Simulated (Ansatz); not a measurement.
# MnS: the cost of one run

Computed with Ansatz 0.2.0 (DFT PBEsol, scalar-relativistic, plane waves, PAW, unless a step's input says otherwise).

29 further runs of the same task are left out: 29 set aside as unsound or not needed.

### Step 1. Starting point

The structure is cubic, space group F-43m (No. 216). Conventional cell: a = 5.464 Å, b = 5.464 Å, c = 5.464 Å, α = 90.00°, β = 90.00°, γ = 90.00°. Mn (site symmetry -43m) has 4 S at 2.37 Å as nearest neighbours. S (site symmetry -43m) has 4 Mn at 2.37 Å as nearest neighbours.

Coordinates:

```cif
data_structure
_symmetry_space_group_name_H-M 'F-43m'
_symmetry_Int_Tables_number 216
_cell_length_a 5.4644
_cell_length_b 5.4644
_cell_length_c 5.4644
_cell_angle_alpha 90.000
_cell_angle_beta 90.000
_cell_angle_gamma 90.000
_cell_volume 163.17
loop_
_atom_site_label
_atom_site_type_symbol
_atom_site_symmetry_multiplicity
_atom_site_Wyckoff_symbol
_atom_site_fract_x
_atom_site_fract_y
_atom_site_fract_z
_atom_site_occupancy
Mn1 Mn 4 a 0.00000 0.00000 0.00000 1
S1 S 4 c 0.25000 0.25000 0.25000 1
```

It is the result of an earlier relaxation at this level (volume 20.40 Å³/atom; gap on the mesh: none (metal), site moments up to 3.9 μB).

### Step 2. What is varied

The energy is mapped over volume and a fixed ferromagnetic moment.

First coordinate, volume per atom: 7 values from 15.3 to 25.5 Å³. Second coordinate, total spin moment of the cell, held fixed: 9 values from 0.00 to 3.50 μB.

Nothing else is relaxed (shape and fractional coordinates fixed). Points are written as (first, second).

### Step 3. The run at (15.3 Å³, 1.75 μB)

File input.yaml:

```yaml
crystal:
  lattice:
    - [0.0, 2.4823828122, 2.4823828122]
    - [2.4823828122, 0.0, 2.4823828122]
    - [2.4823828122, 2.4823828122, 0.0]
  atoms:
    - { symbol: Mn, position: [0.0, 0.0, 0.0], spin: 1.75 }
    - { symbol: S, position: [0.75, 0.75, 0.75] }
basis:
  ecutwfc: 520.0
kpoints:
  mp_grid: { grid: [16, 16, 16] }
hamiltonian:
  xc: pbesol
scf:
  occupations: { method: gaussian, width: 0.15 }
  lower_state_search: "off"
output:
  forces: true
  stress: true
  eigenvalues: true
  populations: true
magnetization:
  spin_polarized: true
  initial_magnetization: 1.75
  spin_locking: { lock_magnetization: hard }
```

Launch:

```bash
ansatz run input.yaml --threads 2 --pin off --max-ram 4096MiB --backend cpu --events-out ev --progress --plain --runs-dir out
```

**Question.** How long does this run take on 2 threads of Arm Neoverse V1, shared host, and how much memory does it need?

About 17 s, with a peak of 0.48 GiB.
